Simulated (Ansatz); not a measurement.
# CH5B2F: the cost of one run

Computed with the Python package of Ansatz 0.2.0. Level of theory: r2SCAN+D3(BJ)/6-31G.

## (1) Starting point

Bond lengths: B1–C2 1.528 Å, C2–B3 1.586 Å, B3–F4 1.405 Å, B1–H5 1.222 Å, B1–H6 1.233 Å, C2–H7 1.136 Å, C2–H8 1.068 Å, B3–H9 1.184 Å. Angles: B1–C2–B3 109.7°, B1–C2–H7 108.8°, B1–C2–H8 110.9°, B3–C2–H7 109.5°, B3–C2–H8 109.3°, H7–C2–H8 108.7°, C2–B1–H5 124.3°, C2–B1–H6 121.8°, H5–B1–H6 113.9°, C2–B3–F4 122.8°, C2–B3–H9 117.6°, F4–B3–H9 118.9°.

The script holds or builds the structure itself.

## (2) The script

The input, tae.py:

```python
# -*- coding: utf-8 -*-
"""Energy to split CH5B2F into its atoms."""

from collections import Counter

import ansatz as az


def total_energy(molecule, charge=0, unpaired=0):
    calc = molecule.calculation().basis(gaussian="6-31G").functional("r2SCAN", dispersion="d3bj")
    if charge:
        calc = calc.charge(charge)
    if unpaired:
        calc = calc.spin("collinear", total=unpaired)
    report = calc.run(threads=1).report
    if report["published_state_doubts"]:
        print("  doubts:", report["published_state_doubts"])
    return report["free_energy_ev"]

molecule = (
    az.Crystal.molecule()
    .atom("B", (-0.6305, 1.1317, 0.0535))
    .atom("C", (0.0263, -0.1428, 0.5829))
    .atom("B", (0.6198, -0.98, -0.6262))
    .atom("F", (0.2792, -2.3223, -0.862))
    .atom("H", (-0.7053, 1.4264, -1.1304))
    .atom("H", (-1.1925, 1.9327, 0.8043))
    .atom("H", (0.8652, 0.1463, 1.2925))
    .atom("H", (-0.6795, -0.7419, 1.1144))
    .atom("H", (1.5057, -0.4964, -1.246))
)

# Hund ground states
unpaired = {"B": 1, "C": 2, "F": 1, "H": 1}
counts = Counter(site.symbol for site in molecule.cartesian_sites)
atom_energy = {s: total_energy(az.Crystal.molecule().atom(s, (0, 0, 0)), 0, unpaired[s]) for s in counts}
whole = total_energy(molecule, 0, 0)
for s, e in atom_energy.items():
    print(f"{s:2s} x{counts[s]}  {e:14.5f} eV")
print(f"CH5B2F: {whole:.5f} eV")
split = sum(counts[s] * e for s, e in atom_energy.items()) - whole
print(f"atomisation energy (no zero-point term): {96.485332 * split:.1f} kJ/mol, {split / sum(counts.values()):.3f} eV an atom")
```

## (3) What the engine is handed

The engine receives this input (first run):

```yaml
crystal:
  periodic: [false, false, false]
  atoms:
    - { symbol: B, position_ang: [0.0, 0.0, 0.0] }
basis:
  gaussian:
    orbitals: "6-31G"
hamiltonian:
  xc: r2scan
  dispersion: d3bj
magnetization:
  spin_polarized: true
  initial_magnetization: 1.0
```

## (4) Running it

Started as:

```console
> python tae.py
```

Q: Estimate wall time and peak memory on 1 thread of Intel Xeon Platinum 8488C (Sapphire Rapids), shared host.

About 2.8 s, with a peak of 0.18 GiB.
